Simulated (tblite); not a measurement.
# C3H8B2: the cost of one run

Programs: tblite 0.8.0 and PySCF 2.14.0, with density-fitted response routines of our own. Each step states its level of theory. These are calculated values for one molecule in the gas phase, unless marked as measured. Atoms are numbered from 0 throughout.

### 1 Starting geometry

13 atoms, charge 0, multiplicity 1; geometry from: force field or distance geometry start.

Bonds of the start (Å): B0–C1 1.58, C1–B2 1.60, C1–C3 1.51, C3–C4 1.34, B0–H5 1.18, B0–H6 1.18, C1–H7 1.10, B2–H8 1.18, B2–H9 1.19, C3–H10 1.09, C4–H11 1.08, C4–H12 1.08.

### 2 Relaxing the molecule with GFN2-xTB

The job: settings as JSON, then the geometry in Å.

```
{"job": {"kind": "relax", "xc": "GFN2-xTB", "basis": "xTB"}, "charge": 0, "multiplicity": 1}
B     -0.729500     1.364400    -0.709800
C     -0.492700    -0.058100    -0.065200
B     -1.401900    -0.239000     1.233600
C      0.960300    -0.192700     0.320900
C      1.743700    -1.149800    -0.187400
H     -0.694700     2.327700    -0.024100
H     -0.444500     1.525100    -1.846700
H     -0.775500    -0.832300    -0.792500
H     -1.141400     0.364900     2.213200
H     -2.551500    -0.521500     1.079200
H      1.385600     0.488600     1.051300
H      2.781700    -1.220400     0.106500
H      1.356000    -1.856400    -0.911200
```

Command:

```console
OMP_NUM_THREADS=1 python probes_run.py task.json out
```

The driver reads the jobs from task.json and runs them one after another.

Q: Estimate the wall time of this first job on 1 thread of Intel Xeon at 2.50GHz, shared host.

About 1.2 s.
